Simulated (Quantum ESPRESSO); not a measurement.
Crystal: AgRh.

```
Ag Rh
1.0
     2.77759    0.00000    0.00000
    -1.38879    2.40546    0.00000
     0.00000    0.00000    4.80860
Ag Rh
1 1
Cartesian
  0.0000 0.0000 2.4043
  1.3888 0.8018 0.0000
```

The cell comes from a database or a generator and needn't be the stable form of this composition.

Base run:

```yaml
Program: Quantum ESPRESSO 7.5
Functional: PBE
Potentials_or_basis: SSSP 1.3 efficiency PBE
Cutoff: 816 eV
Density_cutoff: 3265 eV
k_mesh: 11 × 11 × 6
Occupations: fermi-dirac, width 0.05 eV
Spin: no spin polarisation
```

Its results: band gap on the k mesh none (metal or under the smearing width); pressure -2.7 GPa.

Problem. The run is repeated on the same cell with these changes: potentials or basis from SSSP 1.3 efficiency PBE to PseudoDojo 0.4.1 SR PBE standard; cutoff from 816 eV to 1197 eV; density cutoff from 3265 eV to 4789 eV; k mesh from 11 × 11 × 6 to 9 × 9 × 5. What comes out?

Solution. Band gap on the k mesh none (metal or under the smearing width); pressure -2.1 GPa.

Caveats: the Wannier minimisation didn't converge (some runs).

Not every run made on this cell is shown here.
